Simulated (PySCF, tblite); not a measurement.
# C8H6S2Si: vibronic structure

Wanted: vibronic structure for C8H6S2Si (`C#Cc1csc2cc([SiH3])sc12`).

Computed with tblite 0.8.0 and PySCF 2.14.0 and routines of our own; the level stands in each step. Atoms count from 0.

## 1. The starting structure

17 atoms, charge 0, multiplicity 1; geometry from: force field or distance geometry start.

## 2. Optimising the geometry with GFN2-xTB

What the job is given:

```
{"job": {"kind": "relax", "xc": "GFN2-xTB", "basis": "xTB"}, "charge": 0, "multiplicity": 1}
C     -3.286000     2.503700     0.407300
C     -2.747900     1.449500     0.298100
C     -2.079000     0.181100     0.192100
C     -2.725200    -1.025100     0.175400
S     -1.658000    -2.366700     0.032800
C     -0.298000    -1.274600    -0.041900
C      1.119900    -1.438400    -0.173900
C      1.779300    -0.216900    -0.162500
Si     3.596000     0.221000    -0.301600
S      0.692600     1.115000    -0.002800
C     -0.678100     0.035400     0.057000
H     -3.783600     3.447200     0.498700
H     -3.791700    -1.218200     0.277000
H      1.617000    -2.403000    -0.263200
H      4.030400     0.956500     0.918900
H      3.820600     1.068500    -1.491400
H      4.384400    -1.023000    -0.430000
```

The run is started by

```
> OMP_NUM_THREADS=1 python excited_run.py task.json out
```

The driver reads the jobs from task.json and runs them one after another.

The log of the run:

```text
step      E/eV     max force
  0    -770.62513    2.181
  1    -770.58906    5.150
  2    -770.71823    0.640
  3    -770.73000    0.438
  4    -770.73569    0.148
  5    -770.73938    0.139
  6    -770.74084    0.122
  7    -770.74380    0.187
  8    -770.74562    0.147
  9    -770.74692    0.073
 10    -770.74769    0.067
 11    -770.74852    0.090
 12    -770.74940    0.101
 13    -770.75012    0.060
 14    -770.75053    0.041
 15    -770.75081    0.048
 16    -770.75114    0.071
 17    -770.75156    0.066
 18    -770.75194    0.046
 19    -770.75223    0.041
 20    -770.75251    0.038
 21    -770.75282    0.043
 22    -770.75314    0.041
 23    -770.75341    0.036
 24    -770.75365    0.040
 25    -770.75394    0.056
 26    -770.75425    0.052
 27    -770.75446    0.035
 28    -770.75455    0.018
 29    -770.75460    0.017
 30    -770.75464    0.020
 31    -770.75467    0.016
 32    -770.75469    0.009
```

Wall time 0.31 s (1 thread of Arm Neoverse V2, shared host); peak memory 0.18 GiB.

Along the way: (the energy doesn't fall at every step)

```csv
step,energy from step 0 (eV),largest force (eV/Å)
0,0.0000,2.1813
1,0.0361,5.1496
2,-0.0931,0.6398
3,-0.1049,0.4381
4,-0.1106,0.1475
5,-0.1142,0.1395
6,-0.1157,0.1220
7,-0.1187,0.1865
8,-0.1205,0.1470
9,-0.1218,0.0731
10,-0.1226,0.0672
11,-0.1234,0.0895
12,-0.1243,0.1009
13,-0.1250,0.0603
14,-0.1254,0.0408
15,-0.1257,0.0484
16,-0.1260,0.0709
17,-0.1264,0.0664
18,-0.1268,0.0463
19,-0.1271,0.0412
20,-0.1274,0.0383
21,-0.1277,0.0430
22,-0.1280,0.0412
23,-0.1283,0.0360
24,-0.1285,0.0395
25,-0.1288,0.0560
26,-0.1291,0.0524
27,-0.1293,0.0347
28,-0.1294,0.0179
29,-0.1295,0.0166
30,-0.1295,0.0195
31,-0.1295,0.0158
32,-0.1296,0.0093
```

Close pairs (by a distance rule), those that changed most:

```csv
bond,before (Å),after (Å),change (Å)
C1–C2,1.438,1.408,-0.030
C5–C6,1.433,1.406,-0.027
Si8–H14,1.490,1.464,-0.026
C7–S9,1.726,1.751,+0.025
C6–C7,1.388,1.365,-0.024
S9–C10,1.746,1.723,-0.023
C0–H11,1.071,1.049,-0.022
C5–C10,1.368,1.388,+0.020
```

The final coordinates are the input of the step that follows.

## 3. Harmonic vibrations with GFN2-xTB

What the job is given:

```
{"job": {"kind": "ir", "xc": "GFN2-xTB", "basis": "xTB"}, "charge": 0, "multiplicity": 1}
C     -3.295485     2.498775     0.407456
C     -2.770557     1.423655     0.309399
C     -2.100573     0.191381     0.190630
C     -2.701536    -1.036981     0.182075
S     -1.597585    -2.357557     0.021327
C     -0.260968    -1.255812    -0.039638
C      1.134045    -1.381336    -0.167392
C      1.767415    -0.172696    -0.162944
Si     3.602688     0.190777    -0.302624
S      0.636879     1.154658     0.000651
C     -0.691516     0.059370     0.061526
H     -3.768431     3.430580     0.494046
H     -3.751367    -1.240665     0.262583
H      1.651479    -2.318967    -0.258173
H      4.031256     0.904712     0.901193
H      3.828876     1.022129    -1.485943
H      4.278382    -1.099990    -0.424083
```

The log of the run:

```text
mode    cm-1     km/mol
  1      56.3      0.28
  2      71.6      0.43
  3      85.4      0.33
  4     119.0      0.04
  5     147.6      0.17
  6     200.1      0.09
  7     242.0      0.02
  8     309.6      1.05
  9     336.3      6.11
 10     348.4      0.06
 11     422.6      0.17
 12     425.2      0.77
 13     478.4      7.78
 14     504.0      7.25
 15     516.2     11.30
 16     535.3     44.77
 17     561.8     64.49
 18     590.6      7.09
 19     612.6      4.21
 20     663.5     11.99
 21     666.2      6.77
 22     680.5     16.36
 23     731.0     11.25
 24     758.4    156.59
 25     779.9    240.95
 26     786.9    477.95
 27     812.1      3.85
 28     845.3     48.86
 29     861.7     13.42
 30     995.6    127.66
 31    1065.9      8.17
 32    1126.3     15.82
 33    1133.8      3.46
 34    1327.3     18.63
 35    1364.1     25.99
 36    1428.1      2.36
 37    1490.9     40.85
 38    1511.3     12.88
 39    2259.0      2.98
 40    2261.7    347.59
 41    2266.7    141.64
 42    2279.2    303.42
 43    3133.6     11.99
 44    3159.9      3.17
 45    3401.1      9.67
```

Wall time 0.86 s (1 thread of Arm Neoverse V2, shared host); peak memory 0.18 GiB.

Which atoms move in the most intense modes:

```csv
cm⁻¹,km/mol,atoms
562,64.5,"H14 33 %, H15 33 %, C7 19 %"
758,156.6,"H16 59 %, H14 19 %, H15 18 %"
780,240.9,"H15 36 %, H14 35 %, H16 23 %"
787,477.9,"H14 38 %, H15 38 %, H16 15 %"
996,127.7,"C7 57 %, C6 16 %"
2262,347.6,"H14 48 %, H15 48 %"
2267,141.6,"H15 48 %, H14 47 %"
2279,303.4,H16 94 %
```

## 4. Vibronic structure: TDDFT PBE0/cc-pVDZ

The job, as its differences from that of step 3:

```diff
@@ -1,2 +1,2 @@
-{"job": {"kind": "ir", "xc": "GFN2-xTB", "basis": "xTB"}, "charge": 0, "multiplicity": 1}
+{"job": {"kind": "vib", "xc": "PBE0", "basis": "cc-pVDZ", "tda": false}, "charge": 0, "multiplicity": 1}
 C     -3.295485     2.498775     0.407456
```

Method: TDDFT PBE0/cc-pVDZ vertical-gradient vibronic structure (displaced harmonic oscillators, Condon), gas phase.

The log of the run:

```text
final grid: 75320 points
cycle   1  E = -1393.4743389603  dE =  2.251e+00  |g| = 3.522e-01  |ddm| = 9.073e+00
cycle   2  E = -1393.4696960165  dE =  4.643e-03  |g| = 3.726e-01  |ddm| = 1.623e+00
cycle   3  E = -1393.5068396639  dE = -3.714e-02  |g| = 1.182e-01  |ddm| = 8.452e-01
cycle   4  E = -1393.5103884182  dE = -3.549e-03  |g| = 4.550e-02  |ddm| = 2.424e-01
cycle   5  E = -1393.5108874074  dE = -4.990e-04  |g| = 1.960e-02  |ddm| = 9.351e-02
cycle   6  E = -1393.5109808212  dE = -9.341e-05  |g| = 6.671e-03  |ddm| = 3.609e-02
cycle   7  E = -1393.5109919906  dE = -1.117e-05  |g| = 1.717e-03  |ddm| = 1.128e-02
cycle   8  E = -1393.5109927538  dE = -7.632e-07  |g| = 3.315e-04  |ddm| = 3.234e-03
cycle   9  E = -1393.5109927791  dE = -2.525e-08  |g| = 1.402e-04  |ddm| = 7.019e-04
cycle  10  E = -1393.5109927836  dE = -4.485e-09  |g| = 5.646e-05  |ddm| = 2.715e-04
cycle  11  E = -1393.5109927844  dE = -8.076e-10  |g| = 1.654e-05  |ddm| = 1.131e-04
converged SCF energy = -1393.5109927844

Singlet excitations (eV, f): 4.567 (0.2190)  4.799 (0.1791)  5.307 (0.1067)  5.398 (0.0000)  5.600 (0.0000)  5.619 (0.1381)

State S1  4.5673 eV  f = 0.21903  H->L 0.85, H-1->L 0.08
  relaxed dipole 1.745 D, largest gradient of the excitation energy 0.0481 Eh/bohr
  mode    cm-1        S   lambda/meV  Raman
   36   1428.1    0.5756     101.9   1.000
   38   1511.3    0.3022      56.6   0.588
   12    425.2    0.2307      12.2   0.036
   37   1490.9    0.0513       9.5   0.097
   39   2259.0    0.0294       8.2   0.128
   16    535.3    0.0786       5.2   0.019
   26    786.9    0.0515       5.0   0.027
   13    478.4    0.0835       5.0   0.016
    3     85.4    0.3771       4.0   0.002
   35   1364.1    0.0222       3.8   0.035
    9    336.3    0.0788       3.3   0.008
   31   1065.9    0.0151       2.0   0.015
  reorganisation energy 0.2287 eV, total S 2.080, 0-0 4.3386 eV
  absorption maximum 4.527 eV, width 0.400 eV

State S2  4.7991 eV  f = 0.17910  H-1->L 0.85, H->L 0.10
  relaxed dipole 2.224 D, largest gradient of the excitation energy 0.0495 Eh/bohr
  mode    cm-1        S   lambda/meV  Raman
   36   1428.1    0.4707      83.3   1.000
   29    861.7    0.2553      27.3   0.197
   34   1327.3    0.1646      27.1   0.302
   12    425.2    0.3390      17.9   0.064
   22    680.5    0.1855      15.6   0.089
   13    478.4    0.2012      11.9   0.048
   19    612.6    0.1326      10.1   0.052
   16    535.3    0.1351       9.0   0.040
   33   1133.8    0.0569       8.0   0.076
   35   1364.1    0.0459       7.8   0.089
   21    666.2    0.0939       7.8   0.043
   14    504.0    0.1155       7.2   0.031
  reorganisation energy 0.2711 eV, total S 2.868, 0-0 4.5280 eV
  absorption maximum 4.704 eV, width 0.448 eV

State S6  5.6194 eV  f = 0.13814  H-2->L 0.52, H-1->L+1 0.21, H->L+1 0.19
  relaxed dipole 0.225 D, largest gradient of the excitation energy 0.0775 Eh/bohr
  mode    cm-1        S   lambda/meV  Raman
   39   2259.0    0.2507      70.2   1.000
   38   1511.3    0.2017      37.8   0.360
   13    478.4    0.1202       7.1   0.022
   22    680.5    0.0666       5.6   0.024
    9    336.3    0.0999       4.2   0.009
   30    995.6    0.0308       3.8   0.024
   36   1428.1    0.0214       3.8   0.034
   19    612.6    0.0385       2.9   0.011
   45   3401.1    0.0065       2.7   0.059
   16    535.3    0.0320       2.1   0.007
   32   1126.3    0.0113       1.6   0.011
   34   1327.3    0.0085       1.4   0.012
  reorganisation energy 0.1506 eV, total S 0.976, 0-0 5.4689 eV
  absorption maximum 5.469 eV, width 0.044 eV

State T1  3.0194 eV  f = 0.00000  H->L 0.86
  relaxed dipole 0.217 D, largest gradient of the excitation energy 0.0782 Eh/bohr
  mode    cm-1        S   lambda/meV  Raman
   36   1428.1    1.1445     202.6   1.000
   38   1511.3    0.5140      96.3   0.503
   13    478.4    0.5705      33.8   0.056
   35   1364.1    0.0706      11.9   0.056
   14    504.0    0.1910      11.9   0.021
   39   2259.0    0.0394      11.0   0.086
   12    425.2    0.1534       8.1   0.012
   19    612.6    0.0748       5.7   0.012
    8    309.6    0.0892       3.4   0.004
   32   1126.3    0.0244       3.4   0.013
   37   1490.9    0.0137       2.5   0.013
   34   1327.3    0.0134       2.2   0.010
  reorganisation energy 0.4031 eV, total S 3.146, 0-0 2.6163 eV
  absorption maximum 2.978 eV, width 0.466 eV
```

Run time: 1.9 min. Hardware: 1 thread of Arm Neoverse V2, shared host; peak memory 1.3 GiB.

The fields below are evaluated on a grid from the run's orbitals.

Frontier orbitals at PBE0/cc-pVDZ, with the share of their density that lies nearest to each atom:

```csv
orbital,energy (eV),lies on
HOMO,-6.31,"C3 17 %; C2, C7 about 13 % each; S4 12 %"
LUMO,-1.24,C3 21 %; C7 14 %; S4 13 %
```

ELF in a plane through or near 15 of the atoms.

Values, 10 rows by 14 columns:
```
0.00 0.00 0.00 0.00 0.00 0.00 0.00 0.00 0.00 0.00 0.00 0.00 0.00 0.00
0.00 0.00 0.00 0.00 0.00 0.00 0.00 0.00 0.00 0.00 0.01 0.10 0.00 0.00
0.00 0.00 0.00 0.03 0.01 0.01 0.45 0.34 0.00 0.31 0.66 1.00 0.64 0.00
0.00 0.00 0.05 0.38 0.14 0.08 0.89 0.86 0.02 0.73 0.18 0.84 0.13 0.00
0.00 0.01 0.23 0.74 0.25 0.62 0.28 0.70 0.24 0.71 0.34 0.68 0.10 0.00
0.00 0.25 1.00 0.97 0.56 0.41 0.21 0.61 0.76 0.13 0.10 0.02 0.00 0.00
0.00 0.01 0.92 0.38 0.28 0.77 0.86 0.44 0.24 0.76 0.98 0.82 0.00 0.00
0.00 0.00 0.00 0.00 0.92 0.98 0.04 0.58 0.53 0.38 0.85 0.71 0.00 0.00
0.00 0.00 0.00 0.00 0.00 0.03 0.00 0.64 0.94 0.25 0.00 0.00 0.00 0.00
0.00 0.00 0.00 0.00 0.00 0.00 0.00 0.02 0.12 0.00 0.00 0.00 0.00 0.00
```
The map spans 14.0 Å across and 10.7 Å up, centred on the molecule. Atoms in the plane (x, y in Å): C0 (3.7, 1.9), C1 (3.0, 0.9), C2 (2.1, -0.2), C3 (2.5, -1.5), S4 (1.2, -2.6), C5 (0.0, -1.3), C6 (-1.4, -1.2), C7 (-1.8, 0.1), Si8 (-3.5, 0.8), S9 (-0.4, 1.2), C10 (0.7, -0.1), H11 (4.3, 2.8), H12 (3.5, -1.8), H13 (-2.0, -2.0), H16 (-4.4, -0.4).

log10 of the density (e/Å³) in the same plane.

Values, 10 rows by 14 columns:
```
-4.0 -4.0 -4.0 -4.0 -4.0 -4.0 -4.0 -4.0 -4.0 -4.0 -4.0 -4.0 -4.0 -4.0
-4.0 -4.0 -4.0 -3.9 -4.0 -4.0 -3.8 -4.0 -4.0 -3.5 -2.7 -2.5 -3.2 -4.0
-4.0 -3.9 -2.8 -2.2 -2.4 -2.4 -1.7 -1.8 -2.7 -1.8 -0.8 -0.1 -1.8 -3.8
-4.0 -3.1 -1.9 -0.8 -1.2 -1.4 -0.1 -0.4 -1.7 -0.7  0.6 -0.1 -1.8 -3.7
-4.0 -2.6 -1.2  1.3 -0.2 -0.1  0.4  0.1 -0.7  0.1  0.3 -0.9 -2.3 -4.0
-4.0 -2.3 -0.5 -0.2 -0.5  0.3 -0.3  0.2  0.2  0.4 -0.9 -2.0 -3.3 -4.0
-4.0 -3.0 -1.7 -1.6 -1.1  0.2  0.2  1.1 -0.4  1.3  0.0 -1.5 -3.4 -4.0
-4.0 -4.0 -3.6 -3.0 -1.5 -0.7 -1.3 -0.3  2.1 -0.5 -0.9 -1.9 -3.6 -4.0
-4.0 -4.0 -4.0 -4.0 -3.0 -2.6 -2.4 -1.0 -0.3 -1.4 -2.6 -3.4 -4.0 -4.0
-4.0 -4.0 -4.0 -4.0 -4.0 -4.0 -3.8 -2.6 -2.2 -2.9 -4.0 -4.0 -4.0 -4.0
```
The map spans 14.0 Å across and 10.7 Å up, centred on the molecule. Atoms in the plane (x, y in Å): C0 (3.7, 1.9), C1 (3.0, 0.9), C2 (2.1, -0.2), C3 (2.5, -1.5), S4 (1.2, -2.6), C5 (0.0, -1.3), C6 (-1.4, -1.2), C7 (-1.8, 0.1), Si8 (-3.5, 0.8), S9 (-0.4, 1.2), C10 (0.7, -0.1), H11 (4.3, 2.8), H12 (3.5, -1.8), H13 (-2.0, -2.0), H16 (-4.4, -0.4).

On the surface of density 0.002 e/bohr³ the electrostatic potential runs, from the 1st to the 99th percentile, from -0.75 V near C0 to 1.32 V near H11.

## 5. Results

| quantity | value |
| --- | --- |
| strongest single infrared mode (GFN2-xTB) | 787 cm⁻¹, 478 km/mol |
| zero-point energy (GFN2-xTB) | 63.4 kcal/mol |
| S1: vertical, reorganisation, 0-0, total S (step 4, TDDFT PBE0/cc-pVDZ, modes from GFN2-xTB) | 4.57, 0.23, 4.34 eV; 2.1 |
| S2: vertical, reorganisation, 0-0, total S (step 4, TDDFT PBE0/cc-pVDZ, modes from GFN2-xTB) | 4.80, 0.27, 4.53 eV; 2.9 |
| S6: vertical, reorganisation, 0-0, total S (step 4, TDDFT PBE0/cc-pVDZ, modes from GFN2-xTB) | 5.62, 0.15, 5.47 eV; 1.0 |
| surface potential, 1st and 99th percentile | -0.75 V and 1.32 V |

**Reading.** No mode is imaginary among the 45: a minimum at this level. The strongest single mode, at 787 cm⁻¹, moves mainly H14 and H15. GFN2-xTB is a fitted tight-binding method: band positions and strengths are rough. Its intensities can rank the bands wrongly. Some states lie very close; unless symmetry makes them partners, their order is unsure. The vibronic model keeps the ground-state modes (from xTB) and shifts them along the gradient alone, so it can miss much of the relaxation that a full optimisation finds. By nearest atom (PBE0/cc-pVDZ), the HOMO sits on C3 17 %; C2, C7 about 13 % each and the LUMO on C3 21 %; C7 14 %.
